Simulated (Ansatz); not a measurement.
**CH6O2Si (SMILES C[SiH](O)O): HF/cc-pVDZ**

What is the energy change on altering one bond length of CH6O2Si at HF/cc-pVDZ? 

The calculation is run with Ansatz 0.2.0.

59 further runs of the same task are left out: 59 set aside as unsound or not needed.

## 1. Starting point

The species is CH6O2Si (10 atoms), meant as a singlet with charge 0. As SMILES, `C[SiH](O)O`. The coordinates come from a PBE0-D4/def2-TZVP relaxation. This is one conformer, not always the lowest.

Bond lengths: C1–Si2 1.852 Å, Si2–O3 1.647 Å, Si2–O4 1.646 Å, C1–H5 1.093 Å, C1–H6 1.093 Å, C1–H7 1.092 Å, Si2–H8 1.484 Å, O3–H9 0.958 Å, O4–H10 0.958 Å. Some angles: C1–Si2–O3 105.2°, C1–Si2–O4 112.8°, O3–Si2–O4 112.2°, C1–Si2–H8 113.0°, O3–Si2–H8 110.8°, O4–Si2–H8 103.1°, Si2–C1–H5 111.0°, Si2–C1–H6 110.6°, Si2–C1–H7 110.8°, Si2–O3–H9 117.2°.

## 2. The energy at HF/cc-pVDZ

Contents of input.yaml:

```yaml
crystal:
  periodic: [false, false, false]
  atoms:
    - symbol: C
      position_ang: [-1.293000, 0.347800, -0.146400]
    - symbol: Si
      position_ang: [0.517500, 0.180000, 0.206800]
    - symbol: O
      position_ang: [0.650400, -1.156000, 1.160800]
    - symbol: O
      position_ang: [1.425000, 0.058500, -1.161600]
    - symbol: H
      position_ang: [-1.681100, -0.549800, -0.635600]
    - symbol: H
      position_ang: [-1.853400, 0.489100, 0.780800]
    - symbol: H
      position_ang: [-1.484400, 1.203800, -0.797400]
    - symbol: H
      position_ang: [1.088600, 1.369900, 0.884700]
    - symbol: H
      position_ang: [1.521500, -1.366900, 1.499800]
    - symbol: H
      position_ang: [1.192100, -0.627600, -1.788900]
basis:
  gaussian: {orbitals: cc-pVDZ}
hamiltonian: {xc: hf}
accuracy: high
output: {orbitals: {seedname: orbitals}}
```

Launch:

```bash
ansatz run input.yaml --threads 1 --pin off --max-ram 3480MiB --events-out events.jsonl --progress --plain --runs-dir runs
```

The program printed:

```text
Warning: RAYON_NUM_THREADS=1 ignored (pool sized by the plan → 1); use --threads N
Functional definition: HF
  name "HF"
  exchange = exact_x
  correlation = 0
2099 factors; integrals over basis functions are off by at most 3.5e-9 eV
mean field evaluation 1: about -13060.8284 eV, gradient 4.5e1 eV
mean field evaluation 2: about -13060.8987 eV, gradient 4.5e1 eV
mean field evaluation 4: about -13064.8639 eV, gradient 3.1e0 eV
mean field evaluation 8: about -13064.9011 eV, gradient 1.7e-1 eV
mean field -13064.90122782 eV, -480.1262644143 hartree, gradient 4.2e-8 eV, S^2 0.000000; 0 other end points of the search recorded, 0 dependent functions left out
reference -13064.90122782 eV, -480.1262644143 hartree; 21, 21 occupied and 69, 69 virtual orbitals, 2099 factors
Total energy: -13064.90122782 eV, -480.1262644143 hartree
```

Wall time 3.3 s (1 thread of Arm Neoverse V2, shared host); peak memory 0.26 GiB.

## 3. The distorted shape

Contents of run.yaml:

```yaml
crystal:
  periodic: [false, false, false]
  atoms:
    - {symbol: C, position_ang: [-1.208918, 0.326600, -0.285516]}
    - {symbol: Si, position_ang: [0.601582, 0.158800, 0.067684]}
    - {symbol: O, position_ang: [0.734482, -1.177200, 1.021684]}
    - {symbol: O, position_ang: [1.509082, 0.037300, -1.300716]}
    - {symbol: H, position_ang: [-1.597018, -0.571000, -0.774716]}
    - {symbol: H, position_ang: [-1.853400, 0.489100, 0.780800]}
    - {symbol: H, position_ang: [-1.400318, 1.182600, -0.936516]}
    - {symbol: H, position_ang: [1.172682, 1.348700, 0.745584]}
    - {symbol: H, position_ang: [1.605582, -1.388100, 1.360684]}
    - {symbol: H, position_ang: [1.276182, -0.648800, -1.928016]}
basis:
  gaussian:
    orbitals: cc-pVDZ
hamiltonian:
  xc: hf
accuracy: high
output: {orbitals: {seedname: orbitals}}
```

Launch:

```bash
ansatz run run.yaml --threads 1 --pin off --max-ram 3480MiB --events-out events.jsonl --progress --plain --runs-dir runs
```

The program printed:

```text
Warning: RAYON_NUM_THREADS=1 ignored (pool sized by the plan → 1); use --threads N
[... 4 set-up lines as earlier in the session ...]
2104 factors; integrals over basis functions are off by at most 3.5e-9 eV
mean field evaluation 1: about -13060.5030 eV, gradient 4.4e1 eV
mean field evaluation 2: about -13060.5704 eV, gradient 4.5e1 eV
mean field evaluation 4: about -13064.5043 eV, gradient 3.1e0 eV
mean field evaluation 8: about -13064.5417 eV, gradient 1.8e-1 eV
mean field -13064.54183452 eV, -480.1130569542 hartree, gradient 3.9e-8 eV, S^2 0.000000; 0 other end points of the search recorded, 0 dependent functions left out
reference -13064.54183452 eV, -480.1130569542 hartree; 21, 21 occupied and 69, 69 virtual orbitals, 2104 factors
Total energy: -13064.54183452 eV, -480.1130569542 hartree
```

Run time: 3.3 s. Hardware: 1 thread of Arm Neoverse V2, shared host; peak memory 0.25 GiB.

## 4. Outcome

At HF/cc-pVDZ:

| quantity | value |
| --- | --- |
| first shape: total energy | -480.12626 Eh |
| first shape: HOMO energy | -11.91 eV |
| first shape: LUMO energy | 4.66 eV |
| first shape: HOMO–LUMO gap | 16.57 eV |
| distorted shape: total energy | -480.11306 Eh |
| distorted shape: HOMO energy | -11.92 eV |
| distorted shape: LUMO energy | 4.51 eV |
| distorted shape: HOMO–LUMO gap | 16.44 eV |
| energy change with the C1–H6 bond stretched from 1.093 to 1.257 Å | 0.359 eV |

What this shows: With the C1–H6 bond stretched from 1.093 to 1.257 Å the energy rises by 0.36 eV (8.3 kcal/mol). The first shape isn't relaxed at this level, so the change isn't measured from a minimum.
